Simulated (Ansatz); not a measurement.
# SrC2: the cost of one run

Program: Ansatz 0.2.0. Level of theory: DFT PBEsol, scalar-relativistic, plane waves, PAW. These are calculated values, not measurements.

### Step 1. The system as given

The structure is trigonal, space group R-3m (No. 166). The conventional cell has a = 5.035 Å, b = 5.035 Å, c = 6.920 Å, α = 90.00°, β = 90.00°, γ = 120.00°. Around Sr (site symmetry -3m) lie 8 C at 2.83 to 2.95 Å. C (site symmetry 3m) has 1 C at 1.27 Å as nearest neighbours.

As a file:

```xyz
3
Lattice="2.5173 1.4534 2.3067 -2.5173 1.4534 2.3067 0.0000 -2.9068 2.3067" Properties=species:S:1:pos:R:3 pbc="T T T"
Sr    0.0000    0.0000    0.0000
C     0.0000    0.0000    4.0936
C     0.0000    0.0000    2.8264
```

It goes back to an entry of the Materials Project, which need not be the stable form.

The cell is taken as given, not relaxed at this level.

### Step 2. Zero of energy

The reference gives a free energy of -3984.9698 eV, pressure -2.97 GPa, largest force 0.056 eV/Å and gap on the mesh 1.70 eV. It was computed beforehand with the settings of the runs below.

### Step 3. Next: a strain scan

The cell is strained by ε times the Voigt pattern (1, 1, 0, 0, 0, 0) (xx, yy, zz, yz, xz, xy; engineering shear), with fractional coordinates fixed (clamped ions). The stress on the pattern is the sum of the stress components weighted by it, tension positive.

### Step 4. Point ε = -0.1000

The input, input.yaml:

```yaml
crystal:
  lattice:
    - [2.2655930399, 1.3080407515, 2.3066623887]
    - [-2.2655930399, 1.3080407515, 2.3066623887]
    - [0.0, -2.6160815029, 2.3066623887]
  atoms:
    - { symbol: Sr, position: [0.0, 0.0, 0.0] }
    - { symbol: C, position: [0.591558, 0.591558, 0.591558] }
    - { symbol: C, position: [0.408442, 0.408442, 0.408442] }
basis:
  ecutwfc: 420
kpoints:
  mp_grid: { grid: [9, 9, 9] }
hamiltonian:
  xc: pbesol
scf:
  occupations: { method: gaussian, width: 0.05 }
output:
  forces: true
  stress: true
  eigenvalues: true
```

The run is started by

```sh
$ ansatz run input.yaml --threads 1 --pin off --max-ram 1228MiB --backend cpu --events-out ev --progress --plain --runs-dir out
```

**Question.** How long does this run take on 1 thread of an Arm CPU, shared host, and how much memory does it need?

About 3.3 s, with a peak of 0.31 GiB.
